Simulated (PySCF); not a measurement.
# One shape, several levels: SnH3O2 (SMILES [OH][SnH][OH])

Wanted: a comparison of 6 runs (UHF/STO-3G, UHF/3-21G, UHF/def2-SVP, UB3LYP/STO-3G, UB3LYP/3-21G, UMP2/def2-SVP) of SnH3O2. 

The calculation is run with PySCF 2.14.0.

### 1 The molecule

SnH3O2: 6 atoms, total charge 0, spin state doublet. SMILES: `[OH][SnH][OH]`. The coordinates come from a PBE0-D4/def2-TZVP relaxation. This is one conformer, not always the lowest.

Bond lengths: O1–Sn2 1.978 Å, Sn2–O3 1.963 Å, O1–H4 0.960 Å, Sn2–H5 1.748 Å, O3–H6 0.962 Å. Angles: O1–Sn2–O3 99.7°, O1–Sn2–H5 110.6°, O3–Sn2–H5 104.3°, Sn2–O1–H4 115.0°, Sn2–O3–H6 112.0°.

### 2 Energy and gradient at UHF/STO-3G (run 1)

calc.py reads:

```python
# [OH][SnH][OH]
from pyscf import gto

mol = gto.M(
    atom='''
O     -1.248300    -0.684700    -0.233400
Sn     0.417000     0.302500    -0.639600
O      1.413900    -0.038300     1.016700
H     -1.852000    -0.783400    -0.973600
H      0.128600     2.026100    -0.624300
H      1.182700    -0.886000     1.408100
''',
    verbose=4,
    spin=1,
    basis='sto-3g',
    max_memory=1860,
)

mf = mol.UHF()
mf.conv_tol = 1e-10
mf.kernel()
if not mf.converged:
    mf = mf.newton().run(mf.mo_coeff, mf.mo_occ)

e_tot = mf.e_tot
print(f'total energy: {e_tot:.8f} hartree')
grad = mf.nuc_grad_method().kernel()
mf.analyze()
```

Started as:

```console
$ OMP_NUM_THREADS=1 python calc.py
```

Standard output:

```text
PySCF version 2.14.0

[... 113 lines left out ...]
Total Energy =                       -6112.686396435637107
[... 2 lines left out ...]
Two-electron Energy =                 2619.688412583496756
[... 5 lines left out ...]
MO #1   energy= -1029.87644764153  | -1029.87548839248  occ= 1 | 1
[... 3 lines left out ...]
MO #40  energy= 0.747300450736349  | 0.751325109236359  occ= 0 | 0
[... 66 lines left out ...]
Dipole moment(X, Y, Z, Debye): -0.11271, -0.55202, -2.85649
```

Wall time 2.3 s (1 thread of Intel Xeon Platinum 8488C (Sapphire Rapids), shared host); peak memory 0.13 GiB.

### 3 Energy and forces at UHF/3-21G (run 2)

calc.py reads:

```python
from pyscf import gto

molecule = gto.M(
    atom=[
    ('O', (-1.248300, -0.684700, -0.233400)),
    ('Sn', (0.417000, 0.302500, -0.639600)),
    ('O', (1.413900, -0.038300, 1.016700)),
    ('H', (-1.852000, -0.783400, -0.973600)),
    ('H', (0.128600, 2.026100, -0.624300)),
    ('H', (1.182700, -0.886000, 1.408100)),
],
    verbose=3,
    charge=0,
    spin=1,
    max_memory=1860,
    basis='3-21g',
)

hf = molecule.UHF()
hf.conv_tol = 1e-10
hf.kernel()
if not hf.converged:
    hf = hf.newton().run(hf.mo_coeff, hf.mo_occ)

etot = hf.e_tot
print('Final energy', etot)
grad = hf.nuc_grad_method().kernel()
hf.analyze()
```

Started as:

```console
$ OMP_NUM_THREADS=1 python calc.py
```

Standard output:

```text
converged SCF energy = -6146.91177063376  <S^2> = 0.76025949  2S+1 = 2.0102333
Final energy -6146.911770633761
[... 12 lines left out ...]
MO #2   energy= -156.243212737422  | -156.242137000718  occ= 1 | 1
[... 2 lines left out ...]
MO #55  energy= 3.12333321341639   | 3.1304208135929    occ= 0 | 0
[... 19 lines left out ...]
Dipole moment(X, Y, Z, Debye): -0.49116, -0.87673, -3.52167
```

Wall time 2.4 s (1 thread of Intel Xeon Platinum 8488C (Sapphire Rapids), shared host); peak memory 0.13 GiB.

Runs 3 to 5 aren't shown in full; the table further down has their settings and results.

### 4 Energy and forces at UMP2/def2-SVP (core potential) (run 6)

input.py reads:

```python
from pyscf import gto, scf, mp

mol = gto.Mole()
mol.atom = '''
O     -2.358945    -1.293895    -0.441062
Sn     0.788016     0.571642    -1.208669
O      2.671884    -0.072377     1.921285
H     -3.499773    -1.480411    -1.839837
H      0.243019     3.828774    -1.179756
H      2.234979    -1.674297     2.660923
'''
mol.verbose = 3
mol.max_memory = 1860
mol.spin = 1
mol.unit = 'bohr'
mol.ecp = {'Sn': 'def2-svp'}
mol.basis = 'def2-svp'
mol.build()

myscf = scf.UHF(mol)
myscf.conv_tol = 1e-10
myscf.kernel()
if not myscf.converged:
    myscf = myscf.newton().run(myscf.mo_coeff, myscf.mo_occ)

pt = mp.MP2(myscf, frozen=6).run()
etot = pt.e_tot
print('Final energy', etot)
grad = pt.nuc_grad_method().kernel()
dip = myscf.dip_moment()
pop, q = myscf.mulliken_pop()
```

Started as:

```console
$ OMP_NUM_THREADS=1 python input.py
```

Standard output:

```text
converged SCF energy = -364.681616030963  <S^2> = 0.76336153  2S+1 = 2.0133172
E(UMP2) = -365.161109305608  E_corr = -0.479493274644224
E(SCS-UMP2) = -365.147255249287  E_corr = -0.465639218323414
Final energy -365.16110930560757
--------------- UMP2 gradients ---------------
         x                y                z
0 O     0.0041158576     0.0041408689    -0.0050521154
1 Sn     0.0003928475    -0.0102540487     0.0075138253
2 O    -0.0075593190    -0.0029163356    -0.0060494646
3 H     0.0031688253     0.0005766619     0.0044483043
4 H    -0.0013256968     0.0038029006     0.0010294705
5 H     0.0012074854     0.0046499529    -0.0018900200
----------------------------------------------
Dipole moment(X, Y, Z, Debye): -0.44065, -0.46929, -3.15461
 ** Mulliken pop       alpha | beta **
pop of  0 O 1s        0.99549 | 0.99548
pop of  0 O 2s        0.52563 | 0.51812
pop of  0 O 3s        0.37356 | 0.37874
pop of  0 O 2px       0.45780 | 0.41158
pop of  0 O 2py       0.51274 | 0.51354
pop of  0 O 2pz       0.46991 | 0.43716
[... 62 lines of this table left out ...]
pop of  5 H 2pz       0.00979 | 0.00934
In total            21.00000 | 20.00000
 ** Mulliken atomic charges   ( Nelec_alpha | Nelec_beta ) **
charge of  0O =     -0.66523  (     4.37426      4.29098 )
charge of  1Sn =      1.06245  (    10.78525     10.15230 )
charge of  2O =     -0.66359  (     4.36545      4.29814 )
charge of  3H =      0.20406  (     0.39437      0.40157 )
charge of  4H =     -0.15099  (     0.68924      0.46175 )
charge of  5H =      0.21330  (     0.39143      0.39527 )
```

It took 6.9 s on 1 thread of Intel Xeon Platinum 8488C (Sapphire Rapids), shared host; peak memory 0.44 GiB.

### 5 All runs side by side

```csv
run,level,core potential,integration grid,energy (Eh),dipole moment (D) of the reference,HOMO energy (eV),LUMO energy (eV),wall time
1,UHF/STO-3G,–,–,-6112.686396,2.91,-5.56,4.47,2.3 s
2,UHF/3-21G,–,–,-6146.911771,3.66,-8.74,0.12,2.4 s
3,UHF/def2-SVP (core potential),def2-svp,–,-364.681616,3.22,-9.29,0.14,4.2 s
4,UB3LYP/STO-3G,–,5,-6115.412450,1.68,-1.92,0.62,14 s
5,UB3LYP/3-21G,–,5,-6150.234283,2.46,-5.42,-3.19,17 s
6,UMP2/def2-SVP (core potential),def2-svp,–,-365.161109,3.22,-9.29,0.14,6.9 s
```

### 6 Results

```
                                                         quantity          value
                                              run 6: total energy  -365.16111 Eh
                      run 6: dipole moment (Hartree–Fock density)         3.22 D
run 6: HOMO energy (Hartree–Fock orbitals) (highest over α and β)       -9.29 eV
 run 6: LUMO energy (Hartree–Fock orbitals) (lowest over α and β)        0.14 eV
               run 6: correlation energy (6 core orbitals frozen)     -479.5 mEh
                         run 6: ⟨S²⟩ of the reference determinant          0.763
                                  run 6: largest force on an atom     0.654 eV/Å
```

**Reading.** Over runs 1, 2, 3, 4, 5 the dipole moment (its size) runs from 1.68 D (UB3LYP/STO-3G) to 3.66 D (UHF/3-21G). The two ends differ in method and basis. Some runs of one species differ in core potentials or relativity; totals across that change don't compare. In runs 1, 4 the basis is minimal, so the values are rough. In runs 1, 2, 4, 5 relativity is left out where basis or elements ask for it. All runs together took 47 s, the longest 17 s.
